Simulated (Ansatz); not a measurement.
# CsH3: the cost of one run

Program: Ansatz 0.2.0. Level of theory: DFT PBE, scalar-relativistic, plane waves, PAW. These are calculated values, not measurements.

3 further runs of the same task are left out: 2 that didn't finish, 1 set aside as unsound or not needed.

## 1. Starting point

It takes space group P-6m2 (No. 187, hexagonal). The conventional cell has a = 4.215 Å, b = 4.215 Å, c = 4.775 Å, α = 90.00°, β = 90.00°, γ = 120.00°. Around Cs (site symmetry -6m2) lie 2 H at 2.39 Å. H (site symmetry 3m) is surrounded by 1 H at 1.61 Å. H (site symmetry -6m2) is surrounded by 2 Cs at 2.39 Å.

Coordinates:

```
Cs H
1.0
     4.21500    0.00000    0.00000
    -2.10750    3.65029    0.00000
     0.00000    0.00000    4.77460
Cs H
1 3
Direct
  0.33333 0.66667 0.00000
  0.00000 0.00000 0.66819
  0.00000 0.00000 0.33181
  0.33333 0.66667 0.50000
```

Recipe of the guess: random cell by space group and Wyckoff sites (P-6m2, No. 187). Lengths come from tabulated atomic sizes and are only a guess.

## 2. Probe: one point on a coarse mesh

Contents of input.yaml:

```yaml
crystal:
  lattice:
    - [4.21499756, 0.0, 0.0]
    - [-2.10749878, 3.65029496, 0.0]
    - [0.0, 0.0, 4.77459503]
  atoms:
    - { symbol: Cs, position: [0.33333333, 0.66666667, 0.0] }
    - { symbol: H, position: [0.0, 0.0, 0.66819059] }
    - { symbol: H, position: [0.0, 0.0, 0.33180941] }
    - { symbol: H, position: [0.33333333, 0.66666667, 0.5] }
basis:
  ecutwfc: 420
kpoints:
  mp_grid: { grid: [6, 6, 4] }
hamiltonian:
  xc: pbe
scf:
  occupations: { method: gaussian, width: 0.1 }
  lower_state_search: "off"
output:
  forces: true
  stress: true
  eigenvalues: true
```

The run is started by

```console
$ ansatz run input.yaml --threads 1 --pin off --max-ram 2048MiB --backend cpu --events-out ev --progress --plain --runs-dir out
```

What time and memory should one allow on 1 thread of Arm Neoverse V2, shared host?

About 2 s, with a peak of 0.3 GiB.
